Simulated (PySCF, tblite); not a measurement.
# C₄H₆F₄O: a rotation path, then NMR shifts on frames

How do NMR shifts of C₄H₆F₄O (`FC[C@H](F)COC(F)F`) change as the atoms move?

Computed with tblite 0.8.0 and PySCF 2.14.0, with density-fitted response routines of our own, on a single molecule in the gas phase. Atoms are numbered from 0 throughout.

**1. Starting geometry**

15 atoms, charge 0, multiplicity 1; geometry from: GFN2-xTB.

Bonds of the start (Å): F0–C1 1.37, C1–C2 1.53, C2–F3 1.37, C2–C4 1.54, C4–O5 1.42, O5–C6 1.35, C6–F7 1.36, C6–F8 1.34, C1–H9 1.09, C1–H10 1.09, C2–H11 1.10, C4–H12 1.09, C4–H13 1.10, C6–H14 1.11.

**2. The rotation path with GFN2-xTB**

Job settings and geometry (Å):

```
{"job": {"kind": "neb", "xc": "GFN2-xTB", "basis": "xTB", "atoms": [0, 1, 2, 3], "turn": 120}, "charge": 0, "multiplicity": 1}
F     -1.601985     0.605465    -1.846246
C     -1.997185    -0.174849    -0.794711
C     -0.761920    -0.675307    -0.041266
F     -1.200286    -1.545005     0.928522
C      0.002169     0.486121     0.610776
O      1.348230     0.178153     0.924881
C      2.236805     0.261674    -0.085113
F      2.263670    -0.870345    -0.842698
F      3.461812     0.381089     0.435649
H     -2.567544    -1.016711    -1.197302
H     -2.629540     0.439492    -0.145980
H     -0.112354    -1.250923    -0.711914
H     -0.465015     0.725174     1.569034
H     -0.039182     1.359131    -0.053195
H      2.057911     1.104831    -0.783660
```

Level: GFN2-xTB climbing-image nudged elastic band, gas phase.

Run with:

```bash
OMP_NUM_THREADS=1 python probes_run.py task.json out
```

This one command runs all jobs of the session in turn.

The log of the run:

```text
image   E - E0 / eV
  0       0.0000
  1       0.0137
  2       0.0414
  3       0.0756
  4       0.1081
  5       0.1324
  6       0.1459
  7       0.1500
  8       0.1492
```

Run time: 2.2 s. Hardware: 1 thread, shared host.

The final band, with the dihedral F0–C1–C2–F3:

```csv
image,dihedral (°),energy (eV),energy (kcal/mol)
0,-175,0.000,0.0
1,-164,0.014,0.3
2,-153,0.041,1.0
3,-141,0.076,1.7
4,-130,0.108,2.5
5,-118,0.132,3.1
6,-106,0.146,3.4
7,-95,0.150,3.5
8,-82,0.149,3.4
```

**3. NMR shieldings: image 0, PBE0/pcSseg-1**

Job settings and geometry (Å):

```
{"job": {"kind": "nmr", "xc": "PBE0", "basis": "pcSseg-1", "pop": false}, "charge": 0, "multiplicity": 1}
F     -1.602000     0.605500    -1.846200
C     -1.997200    -0.174800    -0.794700
C     -0.761900    -0.675300    -0.041300
F     -1.200300    -1.545000     0.928500
C      0.002200     0.486100     0.610800
O      1.348200     0.178200     0.924900
C      2.236800     0.261700    -0.085100
F      2.263700    -0.870300    -0.842700
F      3.461800     0.381100     0.435600
H     -2.567500    -1.016700    -1.197300
H     -2.629500     0.439500    -0.146000
H     -0.112400    -1.250900    -0.711900
H     -0.465000     0.725200     1.569000
H     -0.039200     1.359100    -0.053200
H      2.057900     1.104800    -0.783700
```

Method: GIAO PBE0/pcSseg-1 NMR shielding, non-relativistic, gas phase.

The log of the run:

```text
coarse grid: 13496 points
cycle   1  E = -629.6682332388  dE =  1.289e+00  |g| = 1.015e+00  |ddm| = 3.218e+00
cycle   2  E = -629.5025889034  dE =  1.656e-01  |g| = 1.472e+00  |ddm| = 1.318e+00
cycle   3  E = -629.8334762163  dE = -3.309e-01  |g| = 5.975e-02  |ddm| = 8.178e-01
cycle   4  E = -629.8338813333  dE = -4.051e-04  |g| = 3.881e-02  |ddm| = 5.591e-02
cycle   5  E = -629.8341366319  dE = -2.553e-04  |g| = 9.271e-03  |ddm| = 2.754e-02
cycle   6  E = -629.8341479390  dE = -1.131e-05  |g| = 2.512e-03  |ddm| = 5.672e-03
cycle   7  E = -629.8341490988  dE = -1.160e-06  |g| = 4.549e-04  |ddm| = 1.788e-03
final grid: 134688 points
cycle   8  E = -629.9245594641  dE = -5.509e-05  |g| = 1.135e-02  |ddm| = 2.349e-02
cycle   9  E = -629.9245374382  dE =  2.203e-05  |g| = 1.632e-02  |ddm| = 1.564e-02
cycle  10  E = -629.9245830729  dE = -4.563e-05  |g| = 1.093e-03  |ddm| = 9.265e-03
cycle  11  E = -629.9245832889  dE = -2.161e-07  |g| = 3.285e-04  |ddm| = 1.006e-03
cycle  12  E = -629.9245833040  dE = -1.507e-08  |g| = 1.299e-04  |ddm| = 2.314e-04
cycle  13  E = -629.9245833063  dE = -2.321e-09  |g| = 2.249e-05  |ddm| = 7.369e-05
cycle  14  E = -629.9245833064  dE = -7.867e-11  |g| = 6.921e-06  |ddm| = 1.979e-05
converged SCF energy = -629.9245833064

GIAO shielding tensors (ppm)
atom      isotropic    diamagn.    paramagn.     s11        s22        s33       span
  0 F      436.345     474.500     -38.154    403.756    432.921    472.358     68.602
  1 C      104.483     242.623    -138.140     71.069     81.962    160.418     89.349
  2 C       93.861     245.052    -151.191     67.989     79.261    134.333     66.345
  3 F      399.410     472.125     -72.715    364.814    396.505    436.912     72.098
  4 C      111.403     247.700    -136.296     82.791    101.899    149.520     66.729
  5 O      226.188     396.593    -170.404    156.183    247.350    275.033    118.849
  6 C       58.818     239.113    -180.295     41.311     58.272     76.872     35.561
  7 F      259.531     474.844    -215.313    173.781    251.904    352.910    179.129
  8 F      266.185     466.628    -200.443    176.451    286.266    335.839    159.388
  9 H       26.723      27.197      -0.474     22.976     26.928     30.264      7.288
 10 H       27.357      28.303      -0.946     23.935     27.514     30.622      6.687
 11 H       26.239      30.843      -4.604     23.950     25.939     28.828      4.878
 12 H       27.184      29.612      -2.428     23.039     27.392     31.121      8.082
 13 H       27.652      31.478      -3.826     23.133     28.651     31.172      8.039
 14 H       25.489      28.022      -2.533     22.857     24.780     28.831      5.974
```

It took 52 s on 1 thread, shared host.

The references, computed at this level on geometries of the same kind, shield at (ppm): 1H TMS 31.72, 13C TMS 186.9, 19F CFCl3 170.9, 17O H2O 336.1. Their shielding less the atom's gives the shift. The references are single molecules in the gas phase, so shifts against H2O, NH3, PH3, H3PO4 or CFCl3 are not on the usual liquid scales and can be off by tens of ppm. Each atom is listed at this fixed geometry, with no averaging over motion; a spectrum would average atoms that exchange fast.

```csv
atoms,environment,σ (ppm),δ (ppm)
C6,sp3 CH bonded to 2 F and O,58.8,128.1
C2,sp3 CH bonded to F,93.9,93.1
C1,sp3 CH2 bonded to F,104.5,82.4
C4,sp3 CH2 bonded to O,111.4,75.5
H14,hydrogen on an sp3 CH bonded to 2 F and O,25.49,6.23
H11,hydrogen on an sp3 CH bonded to F,26.24,5.48
H9,hydrogen on an sp3 CH2 bonded to F,26.72,4.99
H12,hydrogen on an sp3 CH2 bonded to O,27.18,4.53
H10,hydrogen on an sp3 CH2 bonded to F,27.36,4.36
H13,hydrogen on an sp3 CH2 bonded to O,27.65,4.07
F7,fluorine of a CF2 group,259.5,-88.6
F8,fluorine of a CF2 group,266.2,-95.2
F3,fluorine on an sp3 carbon,399.4,-228.5
F0,fluorine on an sp3 carbon,436.3,-265.4
O5,ether oxygen,226.2,109.9
```

The fields below are evaluated on a grid from the run's orbitals.

Frontier orbitals at PBE0/pcSseg-1, with the share of their density that lies nearest to each atom:

```csv
orbital,energy (eV),lies on
HOMO,-8.98,O5 43 %; C2 12 %; C4 9 %
LUMO,1.30,"H9, H10 about 21 % each; C1 11 %; F0 8 %"
```

ELF in a plane through or near 6 of the atoms.

Values, 10 rows by 14 columns:
```
0.00 0.00 0.00 0.00 0.00 0.00 0.00 0.00 0.00 0.00 0.00 0.00 0.00 0.00
0.00 0.00 0.00 0.00 0.00 0.00 0.00 0.02 0.00 0.00 0.00 0.00 0.00 0.00
0.00 0.00 0.00 0.00 0.01 0.01 0.24 0.99 0.35 0.00 0.00 0.00 0.00 0.00
0.00 0.00 0.02 0.04 0.38 0.83 0.31 0.98 0.11 0.04 0.37 0.01 0.00 0.00
0.00 0.00 0.38 0.82 0.20 0.45 0.83 0.76 0.34 0.46 0.80 0.05 0.00 0.00
0.00 0.01 0.61 0.71 0.23 0.42 0.05 0.53 0.86 0.24 0.84 0.27 0.00 0.00
0.00 0.00 0.19 0.07 0.55 0.63 0.03 0.73 0.12 0.64 1.00 0.86 0.00 0.00
0.00 0.00 0.00 0.05 0.55 0.56 0.04 0.04 0.00 0.01 0.21 0.02 0.00 0.00
0.00 0.00 0.00 0.00 0.01 0.01 0.00 0.00 0.00 0.00 0.00 0.00 0.00 0.00
0.00 0.00 0.00 0.00 0.00 0.00 0.00 0.00 0.00 0.00 0.00 0.00 0.00 0.00
```
The map spans 12.3 Å across and 9.0 Å up, centred on the molecule. Atoms in the plane (x, y in Å): C4 (-0.2, 0.9), O5 (-1.5, 0.8), C6 (-2.2, -0.2), F8 (-3.5, 0.1), H9 (2.8, -0.9), H12 (0.1, 1.9).

log10 of the density (e/Å³) in the same plane.

Ten even steps from ' ' (-4.0) to '@' (1.2):
```
                                                        
                                                        
                      ....::::::..                      
                    ..::--====--::..                    
              ..::------==++++++--::....                
            ..::====++++++**##**==--::::::..            
      ..::======++**####**####**++======----::          
      --==++**++**##%%%%##%%##**++++++++++==--..        
    ::==++####****%%@@@@%%%%%%##**********==--..        
    ::++**@@@@%%##%%%%%%####%%%%########**++==::        
    ::==**@@@@%%@@@@##**++**####%%%%%%%%##**==::..      
    ::==++########%%##**++++**######%%%%##**++::..      
      ::==++++**##%%##**++++********######**==::..      
      ..::--==**##%%##**====++++==++++****++==::        
          ..--++******++==------------------::..        
            ::--======--::........::::::::....          
              ..::::::..                                
                                                        
                                                        
                                                        
```
The map spans 12.3 Å across and 9.0 Å up, centred on the molecule. Atoms in the plane (x, y in Å): C4 (-0.2, 0.9), O5 (-1.5, 0.8), C6 (-2.2, -0.2), F8 (-3.5, 0.1), H9 (2.8, -0.9), H12 (0.1, 1.9).

On the surface of density 0.002 e/bohr³ the electrostatic potential runs, from the 1st to the 99th percentile, from -1.01 V near O5 to 1.51 V near H14.

**4. Nuclear shieldings: image 3, PBE0/pcSseg-1**

Job settings and geometry (Å):

```
{"job": {"kind": "nmr", "xc": "PBE0", "basis": "pcSseg-1", "pop": false}, "charge": 0, "multiplicity": 1}
F     -1.737400     0.074000    -2.124900
C     -2.005700    -0.141100    -0.801800
C     -0.756100    -0.687300    -0.099200
F     -1.150100    -1.641900     0.809800
C      0.004800     0.420900     0.641600
O      1.349000     0.098900     0.941300
C      2.246000     0.312900    -0.042200
F      2.294300    -0.718800    -0.927500
F      3.463300     0.390900     0.503600
H     -2.816900    -0.871600    -0.740200
H     -2.325800     0.818900    -0.385000
H     -0.118800    -1.201800    -0.830300
H     -0.474000     0.580100     1.611300
H     -0.035000     1.342400     0.047000
H      2.058100     1.231400    -0.636800
```

Method: GIAO PBE0/pcSseg-1 NMR shielding, non-relativistic, gas phase.

The log of the run:

```text
coarse grid: 13496 points
cycle   1  E = -629.6608617926  dE =  1.297e+00  |g| = 1.024e+00  |ddm| = 3.212e+00
cycle   2  E = -629.4879781302  dE =  1.729e-01  |g| = 1.495e+00  |ddm| = 1.355e+00
cycle   3  E = -629.8297591200  dE = -3.418e-01  |g| = 6.193e-02  |ddm| = 8.371e-01
cycle   4  E = -629.8301818808  dE = -4.228e-04  |g| = 4.135e-02  |ddm| = 5.849e-02
cycle   5  E = -629.8304725792  dE = -2.907e-04  |g| = 9.182e-03  |ddm| = 2.856e-02
cycle   6  E = -629.8304835033  dE = -1.092e-05  |g| = 2.584e-03  |ddm| = 5.673e-03
cycle   7  E = -629.8304847246  dE = -1.221e-06  |g| = 4.859e-04  |ddm| = 1.837e-03
final grid: 134688 points
cycle   8  E = -629.9206507103  dE = -5.526e-05  |g| = 1.098e-02  |ddm| = 2.372e-02
cycle   9  E = -629.9206307235  dE =  1.999e-05  |g| = 1.568e-02  |ddm| = 1.523e-02
cycle  10  E = -629.9206730457  dE = -4.232e-05  |g| = 1.113e-03  |ddm| = 8.856e-03
cycle  11  E = -629.9206732687  dE = -2.230e-07  |g| = 3.201e-04  |ddm| = 1.045e-03
cycle  12  E = -629.9206732829  dE = -1.415e-08  |g| = 1.297e-04  |ddm| = 2.252e-04
cycle  13  E = -629.9206732852  dE = -2.332e-09  |g| = 2.240e-05  |ddm| = 7.511e-05
cycle  14  E = -629.9206732853  dE = -7.958e-11  |g| = 7.201e-06  |ddm| = 1.885e-05
converged SCF energy = -629.9206732853

GIAO shielding tensors (ppm)
atom      isotropic    diamagn.    paramagn.     s11        s22        s33       span
  0 F      428.580     472.128     -43.548    389.470    413.005    483.263     93.793
  1 C       99.491     243.157    -143.666     67.168     84.070    147.235     80.067
  2 C       90.455     244.439    -153.984     68.812     77.144    125.409     56.597
  3 F      385.021     472.604     -87.582    345.866    377.936    431.262     85.396
  4 C      108.967     247.341    -138.374     78.821    100.818    147.263     68.442
  5 O      219.965     396.567    -176.602    155.975    244.379    259.539    103.564
  6 C       58.581     239.108    -180.526     41.539     57.224     76.981     35.442
  7 F      260.005     474.702    -214.698    176.066    251.631    352.317    176.251
  8 F      265.870     466.573    -200.703    176.885    284.815    335.910    159.024
  9 H       26.756      27.490      -0.734     22.735     27.658     29.875      7.141
 10 H       27.253      28.772      -1.519     23.773     28.308     29.677      5.905
 11 H       26.205      30.524      -4.319     24.284     25.717     28.613      4.329
 12 H       27.085      29.469      -2.384     22.869     27.421     30.965      8.096
 13 H       27.900      31.809      -3.909     23.473     28.909     31.319      7.846
 14 H       25.445      27.990      -2.545     22.896     24.593     28.847      5.951
```

Run time: 39 s. Hardware: 1 thread, shared host.

This run: δ C6 128.3, C2 96.5, C1 87.4, C4 78.0, H14 6.27, H11 5.51 ppm.

**5. Shielding tensors: image 7, PBE0/pcSseg-1**

Job settings and geometry (Å):

```
{"job": {"kind": "nmr", "xc": "PBE0", "basis": "pcSseg-1", "pop": false}, "charge": 0, "multiplicity": 1}
F     -2.184200    -0.627300    -2.089400
C     -1.992300    -0.100700    -0.843100
C     -0.733500    -0.685100    -0.191400
F     -1.098000    -1.749700     0.601900
C     -0.006500     0.343100     0.692500
O      1.345400     0.014700     0.949600
C      2.244700     0.367600     0.009700
F      2.326700    -0.548200    -0.993100
F      3.454200     0.408800     0.575300
H     -2.875400    -0.346700    -0.246300
H     -1.909200     0.981800    -0.976000
H     -0.071400    -1.097100    -0.963800
H     -0.480100     0.359800     1.676900
H     -0.066300     1.339700     0.237000
H      2.041500     1.347100    -0.473100
```

Method: GIAO PBE0/pcSseg-1 NMR shielding, non-relativistic, gas phase.

The log of the run:

```text
coarse grid: 13496 points
cycle   1  E = -629.6546418991  dE =  1.298e+00  |g| = 1.034e+00  |ddm| = 3.209e+00
cycle   2  E = -629.4695621895  dE =  1.851e-01  |g| = 1.529e+00  |ddm| = 1.444e+00
cycle   3  E = -629.8278954599  dE = -3.583e-01  |g| = 6.668e-02  |ddm| = 8.969e-01
cycle   4  E = -629.8283530437  dE = -4.576e-04  |g| = 4.607e-02  |ddm| = 6.098e-02
cycle   5  E = -629.8287075108  dE = -3.545e-04  |g| = 8.829e-03  |ddm| = 2.992e-02
cycle   6  E = -629.8287174740  dE = -9.963e-06  |g| = 2.533e-03  |ddm| = 5.533e-03
final grid: 134688 points
cycle   7  E = -629.9186108419  dE = -5.215e-05  |g| = 1.156e-02  |ddm| = 2.423e-02
cycle   8  E = -629.9185861630  dE =  2.468e-05  |g| = 1.693e-02  |ddm| = 1.573e-02
cycle   9  E = -629.9186340042  dE = -4.784e-05  |g| = 1.068e-03  |ddm| = 9.657e-03
cycle  10  E = -629.9186342229  dE = -2.188e-07  |g| = 3.166e-04  |ddm| = 1.040e-03
cycle  11  E = -629.9186342377  dE = -1.473e-08  |g| = 1.288e-04  |ddm| = 2.231e-04
cycle  12  E = -629.9186342399  dE = -2.246e-09  |g| = 1.899e-05  |ddm| = 7.037e-05
cycle  13  E = -629.9186342400  dE = -5.298e-11  |g| = 6.311e-06  |ddm| = 1.498e-05
converged SCF energy = -629.9186342400

GIAO shielding tensors (ppm)
atom      isotropic    diamagn.    paramagn.     s11        s22        s33       span
  0 F      418.091     469.410     -51.319    380.717    395.519    478.037     97.321
  1 C       96.259     244.555    -148.296     68.382     84.181    136.215     67.833
  2 C       87.219     244.116    -156.897     68.465     81.475    111.718     43.253
  3 F      378.184     473.060     -94.876    351.846    375.908    406.798     54.952
  4 C      109.949     247.400    -137.451     84.114    103.293    142.439     58.324
  5 O      222.276     396.458    -174.182    153.622    245.129    268.078    114.456
  6 C       58.644     239.108    -180.464     41.446     57.299     77.186     35.741
  7 F      260.240     474.650    -214.410    176.774    251.028    352.917    176.143
  8 F      264.598     466.525    -201.928    175.647    283.672    334.474    158.827
  9 H       26.641      27.973      -1.332     22.911     27.598     29.414      6.503
 10 H       27.134      29.380      -2.246     22.841     28.367     30.193      7.352
 11 H       26.031      30.476      -4.445     23.075     25.726     29.292      6.217
 12 H       27.119      29.508      -2.389     22.810     27.535     31.012      8.202
 13 H       28.062      31.881      -3.819     23.479     29.147     31.560      8.081
 14 H       25.482      27.982      -2.499     22.946     24.478     29.024      6.078
```

Run time: 31 s. Hardware: 1 thread, shared host.

This run: δ C6 128.3, C2 99.7, C1 90.7, C4 77.0, H14 6.23, H11 5.69 ppm.

**6. NMR shieldings: image 8, PBE0/pcSseg-1**

Job settings and geometry (Å):

```
{"job": {"kind": "nmr", "xc": "PBE0", "basis": "pcSseg-1", "pop": false}, "charge": 0, "multiplicity": 1}
F     -2.282900    -0.822500    -1.987600
C     -1.965600    -0.099800    -0.872500
C     -0.731100    -0.694900    -0.191300
F     -1.130800    -1.755900     0.589200
C     -0.010600     0.317700     0.713900
O      1.347200    -0.010100     0.947200
C      2.234100     0.403900     0.019900
F      2.232900    -0.387600    -1.088600
F      3.460400     0.313300     0.538000
H     -2.829300    -0.140400    -0.201600
H     -1.781400     0.926200    -1.205200
H     -0.054100    -1.109600    -0.948200
H     -0.479700     0.298200     1.700600
H     -0.083100     1.326900     0.289800
H      2.069700     1.442500    -0.336900
```

Method: GIAO PBE0/pcSseg-1 NMR shielding, non-relativistic, gas phase.

The log of the run:

```text
coarse grid: 13496 points
cycle   1  E = -629.6551501026  dE =  1.300e+00  |g| = 1.033e+00  |ddm| = 3.210e+00
cycle   2  E = -629.4697599714  dE =  1.854e-01  |g| = 1.529e+00  |ddm| = 1.454e+00
cycle   3  E = -629.8282820770  dE = -3.585e-01  |g| = 6.765e-02  |ddm| = 9.050e-01
cycle   4  E = -629.8287498412  dE = -4.678e-04  |g| = 4.669e-02  |ddm| = 6.112e-02
cycle   5  E = -629.8291114793  dE = -3.616e-04  |g| = 8.857e-03  |ddm| = 3.010e-02
cycle   6  E = -629.8291215236  dE = -1.004e-05  |g| = 2.516e-03  |ddm| = 5.541e-03
cycle   7  E = -629.8291226808  dE = -1.157e-06  |g| = 5.252e-04  |ddm| = 1.823e-03
final grid: 134688 points
cycle   8  E = -629.9200199881  dE = -5.804e-05  |g| = 1.107e-02  |ddm| = 2.389e-02
cycle   9  E = -629.9199989913  dE =  2.100e-05  |g| = 1.596e-02  |ddm| = 1.550e-02
cycle  10  E = -629.9200425763  dE = -4.358e-05  |g| = 1.135e-03  |ddm| = 9.142e-03
cycle  11  E = -629.9200428137  dE = -2.374e-07  |g| = 3.164e-04  |ddm| = 1.091e-03
cycle  12  E = -629.9200428273  dE = -1.364e-08  |g| = 1.303e-04  |ddm| = 2.199e-04
cycle  13  E = -629.9200428296  dE = -2.331e-09  |g| = 2.266e-05  |ddm| = 7.448e-05
cycle  14  E = -629.9200428297  dE = -8.185e-11  |g| = 7.484e-06  |ddm| = 1.927e-05
converged SCF energy = -629.9200428297

GIAO shielding tensors (ppm)
atom      isotropic    diamagn.    paramagn.     s11        s22        s33       span
  0 F      420.594     468.847     -48.254    385.861    406.359    469.561     83.700
  1 C       97.835     244.790    -146.955     69.004     85.037    139.463     70.458
  2 C       87.654     243.989    -156.335     68.754     82.524    111.684     42.930
  3 F      379.735     473.013     -93.279    354.045    372.069    413.089     59.044
  4 C      111.711     247.748    -136.037     86.971    105.332    142.829     55.858
  5 O      223.950     396.497    -172.547    157.989    245.502    268.359    110.370
  6 C       59.080     238.258    -179.178     41.901     57.610     77.728     35.826
  7 F      261.798     475.113    -213.315    182.484    248.164    354.746    172.262
  8 F      265.895     466.507    -200.612    177.894    284.373    335.420    157.526
  9 H       26.716      28.102      -1.386     22.841     27.600     29.706      6.865
 10 H       27.161      29.479      -2.318     22.791     28.474     30.219      7.429
 11 H       26.000      30.449      -4.449     22.665     25.353     29.981      7.316
 12 H       27.177      29.568      -2.391     22.832     27.550     31.150      8.318
 13 H       28.155      31.973      -3.818     23.706     29.268     31.492      7.786
 14 H       25.502      27.748      -2.246     22.943     24.222     29.342      6.399
```

It took 28 s on 1 thread, shared host.

In short: δ C6 127.8, C2 99.3, C1 89.1, C4 75.2, H14 6.21, H11 5.72 ppm.

**7. Comparing the runs: NMR shifts**

Shifts (ppm) of some atoms, chosen among heavy atoms and hydrogens apart, with basis size and wall time:

```csv
frame,C2,C1,H11,H13,F3,F0,O5,functions,time
image 0,93.1,82.4,5.48,4.07,-228.5,-265.4,109.9,183,52 s
image 3,96.5,87.4,5.51,3.82,-214.1,-257.6,116.1,183,39 s
image 7,99.7,90.7,5.69,3.65,-207.2,-247.1,113.8,183,31 s
image 8,99.3,89.1,5.72,3.56,-208.8,-249.6,112.1,183,28 s
```

**8. Outcome**

```
                                         quantity                                   value
                                          barrier      0.150 eV (3.5 kcal/mol) at image 7
                            end to end (GFN2-xTB)                                0.149 eV
  13C shifts against TMS (PBE0/pcSseg-1, image 0)             128.1, 93.1, 82.4, 75.5 ppm
   1H shifts against TMS (PBE0/pcSseg-1, image 0)  6.23, 5.48, 4.99, 4.53, 4.36, 4.07 ppm
19F shifts against CFCl3 (PBE0/pcSseg-1, image 0)        -88.6, -95.2, -228.5, -265.4 ppm
  17O shifts against H2O (PBE0/pcSseg-1, image 0)                               109.9 ppm
            surface potential, 1st and 99th percentile                      -1.01 V and 1.51 V
                         range of the shift of F3                    -228.5 to -207.2 ppm
```

In words: Along the band the dihedral turns by 93°, and the top (dihedral -95°) lies 3.5 kcal/mol above the start (GFN2-xTB, rough), so at room temperature this motion is fast. The top was not checked by a frequency run. Shifts at one fixed geometry are not the observed spectrum, which averages over the motion. In the first frame run (image 0): Shielding is most anisotropic at F7 (span 179 ppm, paramagnetic term -215 ppm). Across the 4 runs the shift of F3 moves most, between -228.5 (image 0) and -207.2 ppm (image 7).
